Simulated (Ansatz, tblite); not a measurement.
**The cluster Cu3Br4−: one state, many levels**

One table from this session's results is given with a row withheld; the runs are named, their logs left out.

Program: Ansatz 0.2.0, Gaussian basis. Level of theory: as each input shows. These are calculated values, not measurements.

Plan: GFN1-xTB, GFN2-xTB, PBE-D4/def2-SVP, r2SCAN-D4/def2-SVP, B97M-V/def2-SVP, r2SCANh-D4/def2-SVP, BHLYP-D4/def2-SVP, PBE-D4/def2-SVPD, PBE0-D4/def2-SVPD, HF/STO-3G, MP2/def2-SVPD, RPA/def2-SVPD.

9 further runs of the same task are left out: 7 that didn't finish, 2 set aside as unsound or not needed. Runs told in other sessions of the task aren't counted.

## The structure

The singlet was relaxed beforehand with PBE-D4/def2-SVPD. At that level it is the lowest of the isomers that a small search found.

7 atoms, charge -1, spin multiplicity 1.

Bond lengths: Cu1–Br5 2.482 Å, Cu1–Br6 2.481 Å, Cu1–Br7 2.454 Å, Cu2–Br4 2.454 Å, Cu2–Br5 2.481 Å, Cu2–Br6 2.481 Å, Cu3–Br4 2.344 Å, Cu3–Br7 2.344 Å. Angles: Br5–Cu1–Br6 103.6°, Br5–Cu1–Br7 123.6°, Br6–Cu1–Br7 123.4°, Br4–Cu2–Br5 123.7°, Br4–Cu2–Br6 123.3°, Br5–Cu2–Br6 103.6°, Br4–Cu3–Br7 179.2°, Cu2–Br4–Cu3 63.5°, Cu1–Br5–Cu2 59.7°, Cu1–Br6–Cu2 59.7°, Cu1–Br7–Cu3 63.5°.

No spin-orbit coupling is included. The ion is computed in the gas phase, without counter-ions or solvent.

PBE0-D4/def2-SVP was run before; its log isn't repeated, and its numbers join the tables.

Set-up of the first run:

Tight binding, by tblite at 300 K electronic temperature and without a spin-polarisation term:

```python
tblite.interface.Calculator('GFN1-xTB', numbers, positions, charge=-1, uhf=0).singlepoint()
```

Tight binding, by tblite at 300 K electronic temperature and without a spin-polarisation term:

```python
tblite.interface.Calculator('GFN2-xTB', numbers, positions, charge=-1, uhf=0).singlepoint()
```

start.molden holds the orbitals of an earlier run on this state, given as this run's starting guess.

Contents of in.yaml:

```yaml
crystal:
  periodic: [false, false, false]
  atoms:
    - {symbol: Cu, position_ang: [1.061998, 0.925997, 0.073075]}
    - {symbol: Cu, position_ang: [-0.203743, -0.826410, -1.125220]}
    - {symbol: Cu, position_ang: [-0.958884, -0.114065, 1.179625]}
    - {symbol: Br, position_ang: [-2.150650, -1.772906, 0.030044]}
    - {symbol: Br, position_ang: [2.142993, -1.248277, -0.438989]}
    - {symbol: Br, position_ang: [-0.142825, 1.486476, -2.022084]}
    - {symbol: Br, position_ang: [0.251100, 1.549194, 2.303550]}
basis:
  gaussian: {orbitals: def2-SVP, initial_orbitals: start.molden}
total_charge: -1
hamiltonian: {xc: pbe, dispersion: d4}
scf: {omitted_lower_state_checks: [starts]}
output: {orbitals: {seedname: orbitals}}
```

The run is started by

```bash
$ ansatz run in.yaml --threads 4 --pin off --events-out ev --progress --plain --max-ram 4787MiB
```

Among the steps run: PBE-D4/def2-SVP; r2SCAN-D4/def2-SVP; B97M-V/def2-SVP; r2SCANh-D4/def2-SVP; BHLYP-D4/def2-SVP; PBE-D4/def2-SVPD; PBE0-D4/def2-SVPD; HF/STO-3G; MP2/def2-SVPD; RPA/def2-SVPD.

One table of the session follows, with a row left open; its other results are not shown here.

```
              level  LUMO (eV)  gap (eV)
          HF/STO-3G       6.13      4.19
    PBE-D4/def2-SVP       2.24      2.66
   PBE-D4/def2-SVPD          ?         ?
 r2SCAN-D4/def2-SVP       2.52      3.17
    B97M-V/def2-SVP       2.31      3.07
r2SCANh-D4/def2-SVP       2.79      4.17
   PBE0-D4/def2-SVP       2.98      5.20
  PBE0-D4/def2-SVPD       2.17      5.05
  BHLYP-D4/def2-SVP       3.60      7.30
```

**Question.** Estimate the row for PBE-D4/def2-SVPD.

As computed: LUMO (eV): 1.43; gap (eV): 2.76. In the column «LUMO (eV)» it is the lowest.

To keep in mind: The anion's highest level is positive in at least one run, so there the basis alone may hold the extra electron.
